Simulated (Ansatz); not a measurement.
**Cl2H4O2Si2: one species, many methods**

One table from this session's results is given with a row withheld; the runs are named, their logs left out.

Method: functionals in def2-TZVPP, the program's frozen cores in correlated methods; program: Ansatz 0.2.0, Gaussian basis.

Plan: PBE-D4, r2SCAN-D4, PBE0-D4, B3LYP-D4, ωB97X-V, ωB97M-V, B2PLYP; CCSD(T)/def2-TZVPP; MP2/def2-QZVPP; extrapolation to the limit.

**The geometry**

All runs share one geometry, relaxed beforehand with PBE0-D4 in a triple-zeta def2 set.

SMILES `O[SiH2]O[SiH](Cl)Cl`, 10 atoms, charge 0, spin multiplicity 1.

Atoms are counted from 1 here; the program's logs count them from 0.

Bond lengths: O1–Si2 1.633 Å, O1–H7 0.959 Å, Si2–O3 1.649 Å, Si2–H8 1.483 Å, Si2–H9 1.474 Å, O3–Si4 1.607 Å, Si4–Cl5 2.050 Å, Si4–Cl6 2.035 Å, Si4–H10 1.468 Å. Angles: Si2–O1–H7 118.3°, O1–Si2–O3 111.4°, O1–Si2–H8 111.4°, O1–Si2–H9 106.4°, O3–Si2–H8 107.3°, O3–Si2–H9 107.3°, H8–Si2–H9 113.0°, Si2–O3–Si4 143.4°, O3–Si4–Cl5 109.4°, O3–Si4–Cl6 110.4°, O3–Si4–H10 110.8°, Cl5–Si4–Cl6 108.2°, Cl5–Si4–H10 108.9°, Cl6–Si4–H10 109.1°.

As a file:

```mol
Cl2H4O2Si2
  3D, bonds by distance, orders not assigned

 10  9  0  0  0  0  0  0  0  0999 V2000
   -0.9558   -1.5407    1.3120 O   0  0
   -1.2095   -0.7927   -0.1167 Si  0  0
   -0.4179    0.6524   -0.1891 O   0  0
    1.0424    1.3235   -0.2022 Si  0  0
    2.3605    0.1024    0.7846 Cl  0  0
    1.6997    1.5557   -2.1143 Cl  0  0
   -0.0740   -1.8633    1.5065 H   0  0
   -0.7288   -1.6170   -1.2519 H   0  0
   -2.6530   -0.5048   -0.1860 H   0  0
    1.0196    2.6333    0.4599 H   0  0
  1  2  8  0
  2  3  8  0
  3  4  8  0
  4  5  8  0
  4  6  8  0
  1  7  8  0
  2  8  8  0
  2  9  8  0
  4 10  8  0
M  END
```

Set-up of the first run:

in.yaml

```yaml
crystal:
  periodic: [false, false, false]
  atoms:
    - {symbol: O, position_ang: [-0.955785, -1.540714, 1.312049]}
    - {symbol: Si, position_ang: [-1.209479, -0.792653, -0.116688]}
    - {symbol: O, position_ang: [-0.417938, 0.652402, -0.189145]}
    - {symbol: Si, position_ang: [1.042353, 1.323542, -0.202181]}
    - {symbol: Cl, position_ang: [2.360500, 0.102404, 0.784627]}
    - {symbol: Cl, position_ang: [1.699721, 1.555666, -2.114257]}
    - {symbol: H, position_ang: [-0.074031, -1.863312, 1.506460]}
    - {symbol: H, position_ang: [-0.728784, -1.617037, -1.251855]}
    - {symbol: H, position_ang: [-2.652953, -0.504826, -0.186001]}
    - {symbol: H, position_ang: [1.019597, 2.633329, 0.459890]}
basis:
  gaussian: {orbitals: def2-TZVPP}
hamiltonian: {xc: pbe, dispersion: d4}
output: {forces: true, orbitals: {seedname: orbitals}}
```

Started as:

```sh
$ ansatz run in.yaml --threads 2 --pin off --events-out ev --progress --plain --max-ram 32768MiB --backend cuda --devices 0, --max-vram 18GiB
```

Among the steps run: PBE-D4 (GGA); r2SCAN-D4 (meta-GGA); PBE0-D4 (hybrid); B3LYP-D4 (hybrid); ωB97X-V (range-separated); ωB97M-V (range-separated); B2PLYP (double hybrid); CCSD(T) in def2-TZVPP; MP2 in def2-QZVPP.

One table of the session follows, with a row left open; its other results are not shown here.

| method | atomisation energy (kJ/mol) |
| --- | --- |
| PBE-D4 | 3678.9 |
| r2SCAN-D4 | 3685.1 |
| PBE0-D4 | 3625.6 |
| B3LYP-D4 | ? |
| ωB97X-V | 3693.4 |
| ωB97M-V | 3693.1 |
| B2PLYP | 3615.2 |
| HF/def2-TZVPP | 2705.3 |
| MP2/def2-TZVPP | 3681.4 |
| CCSD/def2-TZVPP | 3515.4 |
| CCSD(T)/def2-TZVPP | 3572.1 |
| MP2/CBS | 3807.2 |
| CCSD(T)/CBS | 3697.9 |

**Question.** Estimate the row for B3LYP-D4.

**Answer.** atomisation energy (kJ/mol): 3637.2. In the column «atomisation energy (kJ/mol)» it lies between PBE0-D4 (3625.6) and PBE-D4 (3678.9).
